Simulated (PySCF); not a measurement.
# Cl5Dy ([DyCl5]2-): the cost of one run

Computed with PySCF 2.14.0 and routines of our own; the level stands in each step. Atoms count from 0.

## Step 1: The starting structure

6 atoms, charge -2, states of the metal's open shell are computed; geometry from: model geometry, bond lengths from ionic radii.

## Step 2: Ligand-field states: state-averaged CASSCF in water

The job: settings as JSON, then the geometry in Å.

```
{"job": {"kind": "lf", "basis": {"metal": "x2c-TZVPall", "ligand": "x2c-SVPall"}, "nevpt": false, "solvent": "water", "roots": {"6": 21, "4": 128, "2": 130}}, "charge": -2, "metal": "Dy", "open_shell": "f9"}
Dy     0.000000     0.000000     0.000000
Cl     0.000000     0.000000     2.562000
Cl     0.000000     0.000000    -2.562000
Cl     2.562000     0.000000     0.000000
Cl    -1.281000     2.218757     0.000000
Cl    -1.281000    -2.218757     0.000000
```

Level: state-averaged CASSCF of the metal f shell, state-interaction spin-orbit coupling.

Started as:

```sh
OMP_NUM_THREADS=1 python lf_run.py task.json out
```

The driver reads the jobs from task.json and runs them one after another.

**Question.** How long does this first job take on 1 thread of Arm Neoverse V2, shared host, and how much memory does it need?

About 36 s, with a peak of 0.62 GiB.
